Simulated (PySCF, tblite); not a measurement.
**C2H9FN2Si2: geometry, infrared bands and NMR shifts**

What infrared bands and NMR shifts should C2H9FN2Si2 (`C=NC[SiH2]N[SiH2]F`) show?

The runs use tblite 0.8.0 and PySCF 2.14.0, with density-fitted response routines of our own; the level of theory stands in each step. All values are computed, except where a source is named. Atoms are numbered from 0 throughout.

### Step 1. The molecule as given

16 atoms, charge 0, multiplicity 1; geometry from: force field or distance geometry start.

Bonds of the start (Å): C0–N1 1.27, N1–C2 1.48, C2–Si3 1.87, Si3–N4 1.69, N4–Si5 1.70, Si5–F6 1.60, C0–H7 1.11, C0–H8 1.10, C2–H9 1.11, C2–H10 1.10, Si3–H11 1.49, Si3–H12 1.49, N4–H13 1.02, Si5–H14 1.48, Si5–H15 1.48.

### Step 2. Geometry optimisation with GFN2-xTB

Job settings and geometry (Å):

```
{"job": {"kind": "relax", "xc": "GFN2-xTB", "basis": "xTB"}, "charge": 0, "multiplicity": 1}
C     -1.679800     1.878500    -0.465900
N     -1.147700     1.271500     0.513400
C     -1.308200    -0.201300     0.502400
Si     0.286000    -1.018200     1.038900
N      1.660000    -0.220400     0.455600
Si     1.867100    -0.557000    -1.193000
F      0.596600    -0.000800    -1.988000
H     -1.603700     2.982800    -0.530500
H     -2.242300     1.375400    -1.271700
H     -2.124800    -0.476600     1.194100
H     -1.589500    -0.574100    -0.497300
H      0.395300    -0.947500     2.523600
H      0.316800    -2.461700     0.690800
H      1.468100     0.774100     0.537000
H      3.064600     0.192000    -1.644800
H      2.033800    -2.007700    -1.413300
```

Command:

```bash
$ OMP_NUM_THREADS=1 python probes_run.py task.json out
```

This one command runs all jobs of the session in turn.

**Question.** This job is followed by: GFN2-xTB harmonic vibrations, gas phase; GIAO PBE0/pcSseg-1 NMR shielding, non-relativistic, gas phase. What will the session give for the following? strongest single infrared mode (GFN2-xTB); zero-point energy (GFN2-xTB); ¹³C shifts against TMS (PBE0/pcSseg-1); ¹H shifts against TMS (PBE0/pcSseg-1, means over atoms taken as alike); ¹⁵N shifts against NH3 (PBE0/pcSseg-1); ²⁹Si shifts against TMS (PBE0/pcSseg-1); ¹⁹F shifts against CFCl3 (PBE0/pcSseg-1); surface potential, 1st and 99th percentile.

As calculated:

| quantity | value |
| --- | --- |
| strongest single infrared mode (GFN2-xTB) | 2335 cm⁻¹, 394 km/mol |
| zero-point energy (GFN2-xTB) | 67.8 kcal/mol |
| ¹³C shifts against TMS (PBE0/pcSseg-1) | 155.8, 59.1 ppm |
| ¹H shifts against TMS (PBE0/pcSseg-1, means over atoms taken as alike) | 7.79, 7.24, 4.98, 4.85, 3.78, 1.12 ppm |
| ¹⁵N shifts against NH3 (PBE0/pcSseg-1) | 400.3, 31.9 ppm |
| ²⁹Si shifts against TMS (PBE0/pcSseg-1) | -17.4, -35.0 ppm |
| ¹⁹F shifts against CFCl3 (PBE0/pcSseg-1) | -170.3 ppm |
| surface potential, 1st and 99th percentile | -1.65 V and 1.78 V |

The optimisation took 125 steps and gained 0.664 eV; among the close pairs (by a distance rule), N1–C2 changed most, from 1.482 to 1.421 Å. The lowest mode is imaginary (36i cm⁻¹), so the xTB geometry is not a minimum. The strongest single mode, at 2335 cm⁻¹, moves mainly H15. GFN2-xTB is a fitted tight-binding method: band positions and strengths are rough. Its intensities can rank the bands wrongly. At PBE0/pcSseg-1: The widest tensor belongs to N1: span 800 ppm, with a paramagnetic part of -461 ppm.
